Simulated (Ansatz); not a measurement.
CH5AlClNOSi, SMILES [AlH2][NH][Si]1(Cl)CO1, a single point in a Gaussian basis

With the Ansatz DFT code, driven from Python.

Typed at the interpreter:
```pycon
>>> from pathlib import Path
>>> import ansatz as az
>>> geometry_ang = [
...     ("Al", (-1.9672, -1.1633, 0.5302)),
...     ("N", (-0.3006, -0.5501, 1.129)),
...     ("Si", (0.2046, 0.7694, 0.026)),
...     ("Cl", (-0.5963, 2.6488, 0.2896)),
...     ("C", (1.7544, 0.507, -0.995)),
...     ("O", (1.9694, 1.0158, 0.2803)),
...     ("H", (-2.6963, -0.3751, -0.7038)),
...     ("H", (-2.7117, -2.3223, 1.2319)),
...     ("H", (0.3571, -1.3345, 1.0257)),
...     ("H", (1.9579, 1.2797, -1.7318)),
...     ("H", (2.0941, -0.5322, -1.0615)),
... ]
>>> molecule = az.Crystal.molecule()
>>> for symbol, xyz in geometry_ang:
...     molecule = molecule.atom(symbol, xyz)
...
>>> calculation = (
...     molecule.calculation()
...     .basis(gaussian="def2-SVPD")
...     .functional("pbe0")
...     .orbitals()
... )
>>> outcome = calculation.run(threads=1, runs_dir="runs")

>>> rep = outcome.report
>>> rep["converged"], rep["free_energy_ev"]
(True, -31626.62040938968)
>>> type(outcome).__name__, type(rep).__name__
('RunOutcome', 'dict')
>>> rep["reference_energy_ev"]
-31626.62040938968
>>> print(f"E = {rep['free_energy_ev']:.6f} eV = {rep['free_energy_ev'] / 27.211386246:.7f} Ha")
E = -31626.620409 eV = -1162.2568628 Ha
>>> print("converged:", rep["converged"], " doubts:", rep["published_state_doubts"] or "none")
converged: True  doubts: none
>>> lines = Path(rep["orbitals_path"]).read_text().splitlines()
>>> field_of = lambda key: [line.split("=")[1].strip() for line in lines if line.startswith(key)]
>>> orbitals = [(27.211386 * float(e), s, float(n)) for e, s, n in zip(field_of("Ene="), field_of("Spin="), field_of("Occup="))]
>>> homo = max(e for e, _, n in orbitals if n > 0.5)
>>> lumo = min(e for e, _, n in orbitals if n < 0.5)
>>> for e, spin, n in sorted(orbitals):
...     if homo - 10 < e < lumo + 5:
...         print(f"{spin:6s} {e:10.3f} eV  occupation {n:.0f}")
...
Alpha     -14.929 eV  occupation 2
Alpha     -13.676 eV  occupation 2
Alpha     -13.315 eV  occupation 2
Alpha     -12.232 eV  occupation 2
Alpha     -11.901 eV  occupation 2
Alpha     -11.335 eV  occupation 2
Alpha     -10.377 eV  occupation 2
Alpha     -10.138 eV  occupation 2
Alpha      -9.722 eV  occupation 2
Alpha      -9.377 eV  occupation 2
Alpha      -8.686 eV  occupation 2
Alpha      -7.728 eV  occupation 2
Alpha      -6.931 eV  occupation 2
Alpha      -1.810 eV  occupation 0
Alpha      -1.724 eV  occupation 0
Alpha      -0.244 eV  occupation 0
Alpha       0.526 eV  occupation 0
Alpha       0.867 eV  occupation 0
Alpha       0.937 eV  occupation 0
Alpha       1.163 eV  occupation 0
Alpha       1.470 eV  occupation 0
Alpha       1.553 eV  occupation 0
Alpha       2.047 eV  occupation 0
Alpha       2.165 eV  occupation 0
Alpha       2.244 eV  occupation 0
Alpha       2.483 eV  occupation 0
Alpha       2.708 eV  occupation 0
Alpha       2.806 eV  occupation 0
Alpha       2.830 eV  occupation 0
Alpha       3.031 eV  occupation 0
```

Total energies depend on the basis set; only differences at equal settings carry meaning. The geometry is a force-field or estimated start, not a minimum of this method, and the basis set is short of its limit. Alpha marks a spatial orbital of a restricted run, filled by both spins. Levels such as HOMO and LUMO are orbital energies: with these approximate functionals they aren't the ionisation energy and electron affinity, and their gap isn't the fundamental gap. Finished in 12 s on 1 thread of Arm Neoverse V1 (shared host), peak memory 0.61 GiB.

(Lines on the test bed's own set-up are left out of the output.)
